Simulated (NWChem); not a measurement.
# B2H4S2F2 (SMILES F[BH-]1[SH+][BH-](F)[SH+]1): levels of theory compared

Aim: a comparison of 4 runs (HF/STO-3G, HF/3-21G, B3LYP/6-31G*) of B2H4S2F2. 

The results are computed with NWChem 7.3.0.

## 1. Starting point

B2H4S2F2 has 10 atoms, charge 0, and is taken as a singlet. SMILES: `F[BH-]1[SH+][BH-](F)[SH+]1`. The shape is that of a PBE0-D4/def2-TZVP optimisation.

Bond lengths: F1–B2 1.350 Å, B2–S3 2.007 Å, S3–B4 2.007 Å, B4–F5 1.350 Å, B2–S6 2.007 Å, B4–S6 2.007 Å, B2–H7 1.198 Å, S3–H8 1.341 Å, B4–H9 1.198 Å, S6–H10 1.341 Å. Some angles: F1–B2–S3 111.3°, F1–B2–S6 111.3°, S3–B2–S6 93.7°, B2–S3–B4 82.6°, S3–B4–F5 111.3°, S3–B4–S6 93.7°, F5–B4–S6 111.3°, B2–S6–B4 82.6°, F1–B2–H7 118.9°, S3–B2–H7 109.3°.

## 2. Energy and gradient at HF/STO-3G (run 1)

b2f2h4s2.xyz

```xyz
10

F     -0.865800     1.345000    -1.978200
B     -0.734700     0.388200    -1.034600
S      1.125900    -0.364500    -1.011400
B      0.908100    -0.154100     0.972900
F      2.006700     0.396700     1.532100
S     -0.574200     1.188200     0.799300
H     -1.526600    -0.510300    -1.007600
H      0.819900    -1.666500    -1.112600
H      0.471500    -1.169900     1.434100
H     -1.547800     0.496100     1.409100
```

b2f2h4s2.nw

```
start b2f2h4s2
memory stack 880 mb heap 220 mb global 1100 mb

geometry units angstrom noautosym nocenter noautoz
  load b2f2h4s2.xyz
end

basis spherical bse
  * library STO-3G
end

scf
  thresh 1e-08
  maxiter 80
end

task scf gradient
```

Launch:

```console
$ nwchem b2f2h4s2.nw > b2f2h4s2.out
```

Log:

```text
[...]
  functions       =    42
[...]
  wavefunction    = RHF
[...]
         Total SCF energy =  -1033.676259629678
      One-electron energy =  -2146.140155600015
      Two-electron energy =    757.609021252872
 Nuclear repulsion energy =    354.854874717465
        Time for solution =      1.8s
[...]
                         RHF ENERGY GRADIENTS
    atom               coordinates                        gradient
                 x          y          z           x          y          z
   1 F      -1.636125   2.541681  -3.738256    0.000815   0.013930  -0.011183
   2 B      -1.388382   0.733592  -1.955111    0.003498  -0.007541   0.009747
   3 S       2.127642  -0.688805  -1.911269    0.018636   0.010155  -0.012536
   4 B       1.716060  -0.291207   1.838514   -0.010245  -0.002996  -0.007060
   5 F       3.792113   0.749654   2.895249    0.014224   0.009495   0.005217
   6 S      -1.085081   2.245372   1.510458    0.003272   0.024072   0.003809
   7 H      -2.884856  -0.964327  -1.904088   -0.014911  -0.014877  -0.001238
   8 H       1.549386  -3.149228  -2.102509   -0.003601  -0.008193   0.000740
   9 H       0.891006  -2.210790   2.710056   -0.006061  -0.017805   0.009585
  10 H      -2.924918   0.937493   2.662813   -0.005626  -0.006239   0.002920
[...]
```

It took 2.8 s on 1 thread of AMD EPYC 9R45 (Zen 5), shared host; peak memory 0.099 GiB.

## 3. Energy and gradient at HF/3-21G (run 2)

input.nw

```
start input
memory stack 880 mb heap 220 mb global 1100 mb
charge 0

geometry units bohr noautosym nocenter noautoz
F  -1.63612488  2.54168164 -3.73825622
B  -1.38838178  0.73359168 -1.95511065
S   2.12764264 -0.68880517 -1.91126900
B   1.71606029 -0.29120680  1.83851455
F   3.79211341  0.74965435  2.89524940
S  -1.08508074  2.24537258  1.51045809
H  -2.88485590 -0.96432724 -1.90408804
H   1.54938645 -3.14922859 -2.10250929
H   0.89100587 -2.21079059  2.71005624
H  -2.92491810  0.93749313  2.66281308
end

basis spherical bse
F library 3-21G
B library 3-21G
S library 3-21G
H library 3-21G
end

scf
thresh 1e-08
maxiter 80
print low
end

task scf gradient
```

Launch:

```console
$ nwchem input.nw > input.out
```

Log:

```text
[...]
  functions       =    70
[...]
  wavefunction    = RHF
[...]
         Total SCF energy =  -1040.459576284449
      One-electron energy =  -2146.744855809560
      Two-electron energy =    751.430430250301
 Nuclear repulsion energy =    354.854849274809
        Time for solution =      2.5s
[...]
                         RHF ENERGY GRADIENTS
    atom               coordinates                        gradient
                 x          y          z           x          y          z
   1 F      -1.636125   2.541682  -3.738256    0.004061  -0.010196   0.012556
   2 B      -1.388382   0.733592  -1.955111    0.024087   0.005888   0.017563
   3 S       2.127643  -0.688805  -1.911269   -0.012477   0.016688   0.014700
   4 B       1.716060  -0.291207   1.838515   -0.009417   0.016956  -0.023390
   5 F       3.792113   0.749654   2.895249   -0.013442  -0.004425  -0.008824
   6 S      -1.085081   2.245373   1.510458    0.016703  -0.010043  -0.016391
   7 H      -2.884856  -0.964327  -1.904088   -0.009139  -0.005332  -0.004006
   8 H       1.549386  -3.149229  -2.102509   -0.003070   0.001918   0.003034
   9 H       0.891006  -2.210791   2.710056    0.000295  -0.008451   0.007531
  10 H      -2.924918   0.937493   2.662813    0.002398  -0.003003  -0.002773
[...]
```

Run time: 3.6 s. Hardware: 1 thread of AMD EPYC 9R45 (Zen 5), shared host; peak memory 0.099 GiB.

Run 3 isn't shown in full; the table further down has it.

## 4. Energy and forces at B3LYP/6-31G(d) (Cartesian functions) (run 4)

sp.nw

```
start sp
title "B2F2H4S2"
memory 2200 mb
charge 0

geometry noautosym nocenter noautoz
  F    -0.865800    1.345000   -1.978200
  B    -0.734700    0.388200   -1.034600
  S     1.125900   -0.364500   -1.011400
  B     0.908100   -0.154100    0.972900
  F     2.006700    0.396700    1.532100
  S    -0.574200    1.188200    0.799300
  H    -1.526600   -0.510300   -1.007600
  H     0.819900   -1.666500   -1.112600
  H     0.471500   -1.169900    1.434100
  H    -1.547800    0.496100    1.409100
end

basis cartesian
  * library 6-31G*
end

dft
  xc b3lyp
  grid fine
  convergence energy 1e-08
  maxiter 100
  mulliken
end

task dft gradient
```

Launch:

```console
$ nwchem sp.nw > sp.out
```

Log:

```text
[...]
          Wavefunction type:  closed shell.
          No. of atoms     :    10
          No. of electrons :    64
[...]
          Charge           :     0
          Spin multiplicity:     1
[...]
          AO basis - number of functions:   106
[...]
              XC Information
              --------------
                         B3LYP Method XC Potential
                     Hartree-Fock (Exact) Exchange  0.200
                        Slater Exchange Functional  0.800 local
                    Becke 1988 Exchange Functional  0.720 non-local
              Lee-Yang-Parr Correlation Functional  0.810
                  VWN I RPA Correlation Functional  0.190 local
[...]
 d= 0,ls=0.0,diis     1  -1048.1697918311 -1.40D+03  1.73D-02  1.25D+00     2.1
[...]
 d= 0,ls=0.0,diis     8  -1048.3099048933  8.36D-09  8.85D-06  6.46D-07    13.3
         Total DFT energy =    -1048.309904893325
      One electron energy =    -2154.640740824647
           Coulomb energy =      833.570961377542
    Exchange-Corr. energy =      -82.095000163685
 Nuclear repulsion energy =      354.854874717465
[...]
  wavefunction    = closed shell
                         DFT ENERGY GRADIENTS
    atom               coordinates                        gradient
                 x          y          z           x          y          z
   1 F      -1.636125   2.541681  -3.738256    0.000338  -0.002155   0.002164
   2 B      -1.388382   0.733592  -1.955111    0.005883   0.000658   0.004957
   3 S       2.127642  -0.688805  -1.911269   -0.006341   0.002397   0.005822
   4 B       1.716060  -0.291207   1.838514   -0.003120   0.003637  -0.006054
   5 F       3.792113   0.749654   2.895249   -0.002502  -0.001223  -0.001299
   6 S      -1.085081   2.245372   1.510458    0.003538  -0.006709  -0.004716
   7 H      -2.884856  -0.964327  -1.904088   -0.000716  -0.000294  -0.000418
   8 H       1.549386  -3.149228  -2.102509   -0.000072   0.003428   0.000987
   9 H       0.891006  -2.210790   2.710056    0.000153  -0.000586   0.000651
  10 H      -2.924918   0.937493   2.662813    0.002839   0.000847  -0.002094
[...]
```

Wall time 18 s (1 thread of AMD EPYC 9R45 (Zen 5), shared host); peak memory 0.13 GiB.

## 5. All runs side by side

```csv
run,level,iteration cap,module,energy (Eh),largest force (eV/Å),wall time
1,HF/STO-3G,80,scf,-1033.676260,1.268,2.8 s
2,HF/3-21G,80,scf,-1040.459576,1.563,3.6 s
3,B3LYP/6-31G* (spherical functions),100,dft,-1048.301178,0.461,21 s
4,B3LYP/6-31G* (Cartesian functions),100,dft,-1048.309905,0.460,18 s
```

## 6. Outcome

| quantity | value |
| --- | --- |
| run 4: total energy | -1048.30990 Eh |
| run 4: dipole moment | 2.39 D |
| run 4: HOMO energy | -8.18 eV |
| run 4: LUMO energy | -0.57 eV |
| run 4: HOMO–LUMO gap | 7.61 eV |
| run 4: largest force on an atom | 0.460 eV/Å |

What this shows: In run 1 the basis is minimal, so the values are rough. All runs together took 45 s, the longest 21 s.
